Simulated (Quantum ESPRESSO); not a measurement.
# AlNi3: equation of state with PBEsol

AlNi3:

```
CELL_PARAMETERS angstrom
3.52305 0.00000 0.00000
0.00000 3.52305 0.00000
0.00000 0.00000 3.52305
ATOMIC_POSITIONS crystal
Ni 0.50000 0.50000 0.00000
Ni 0.50000 0.00000 0.50000
Ni 0.00000 0.50000 0.50000
Al 0.00000 0.00000 0.00000
```

The cell is a database's computed one.

* Program: Quantum ESPRESSO 7.5
* Task: equation of state
* Functional: PBEsol
* Potentials or basis: GBRV 1.5 PBEsol
* Cutoff: 612 eV
* Density cutoff: 4898 eV
* k mesh: 8 × 8 × 8
* Occupations: fermi-dirac, width 0.05 eV
* Spin: collinear spin, ferromagnetic start
* Starting moments: [1.0, 1.0, 1.0, 0.0] μB

```json
{
 "Equilibrium volume": "10.91 Å³/atom",
 "Bulk modulus": "203 GPa",
 "Pressure derivative of the bulk modulus": "4.5"
}
```

Energy against volume, from the lowest point:
```tsv
volume (Å³/atom)	energy (meV/atom)
10.276	25.89
10.495	10.66
10.713	2.25
10.932	0.00
11.151	3.23
11.369	11.35
11.588	23.87
```

All runs of the series together: 6.2 min on 2 threads of Arm Neoverse V2, with other jobs on the host.
